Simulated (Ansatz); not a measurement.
Set up this calculation in Ansatz 0.2.0, as the native input.

```
Task                : band structure
Functional          : LDA
Potentials or basis : all-electron LAPW, scalar-relativistic
Cutoff              : 343 eV (chosen from the basis error)
Basis error allowed : 0.002 eV/atom
k mesh              : 5 × 5 × 4
Occupations         : fermi-dirac, width 0.05 eV
Spin                : collinear spin, ferromagnetic start
Starting moments    : [1.0, 1.0, 0.0, 0.6, 0.0] μB
```

NiMoIrPdW:

```
Ni Mo Pd Ir W
1.0
     4.14670    0.00000    0.00000
    -2.07335    3.59115    0.00000
     0.00000    0.00000    5.41629
Ni Mo Pd Ir W
1 1 1 1 1
Direct
  0.00000 0.00000 0.02221
  0.66667 0.33333 0.45996
  0.33333 0.66667 0.74601
  0.33333 0.66667 0.25641
  0.66667 0.33333 0.99985
```

The cell was built by a generator and needn't be a form met in nature.

One way to write it, as run:

input.yaml

```yaml
crystal:
  lattice:
    - [4.1467, 0.0, 0.0]
    - [-2.07335, 3.59115, 0.0]
    - [0.0, 0.0, 5.41629]
  atoms:
    - { symbol: Ni, position: [0.0, 0.0, 0.02221], spin: 1.0 }
    - { symbol: Mo, position: [0.66667, 0.33333, 0.45996], spin: 1.0 }
    - { symbol: Pd, position: [0.33333, 0.66667, 0.74601] }
    - { symbol: Ir, position: [0.33333, 0.66667, 0.25641], spin: 0.6 }
    - { symbol: W, position: [0.66667, 0.33333, 0.99985] }
kpoints:
  mp_grid: { grid: [5, 5, 4] }
  band_path:
    path:
      - [0.0, 0.0, 0.0]
      - [0.5, 0.0, 0.0]
      - [0.3333333333, 0.3333333333, 0.0]
      - [0.0, 0.0, 0.0]
      - [0.0, 0.0, 0.5]
      - [0.5, 0.0, 0.5]
      - [0.3333333333, 0.3333333333, 0.5]
      - [0.0, 0.0, 0.5]
    npoints: 12
scf:
  occupations: { method: fermi_dirac, width: 0.05 }
hamiltonian:
  xc: lda
  pseudopotentials: { kind: all_electron, lapw: { basis_error: 0.002 } }
magnetization:
  spin_polarized: true
output:
  forces: true
  stress: true
  eigenvalues: true
```

Potentials or basis: all-electron LAPW, scalar-relativistic.

The run is started by

```console
$ ansatz run input.yaml --threads 8 --pin off --max-ram 24576MiB --backend cpu --events-out ev --progress --plain --runs-dir out
```

It gave:

* Pressure: -12.7 GPa
* Largest force: 0.411 eV/Å
* Band gap along the path: none (metal or under the smearing width)
* Net moment: 0.00 μB per cell
* Absolute moment: 0.00 μB per cell

Caveat: the k mesh is thin for a metal, which can move the energy by tens of meV per atom; spin-orbit coupling is left out, which moves the levels of the heavy elements; the starting moments weren't kept.

It took 74 s on 8 threads of Intel(R) Xeon(R) Platinum 8259CL CPU @ 2.50GHz (Skylake/Cascade Lake) (shared host), peak memory 1.6 GiB.
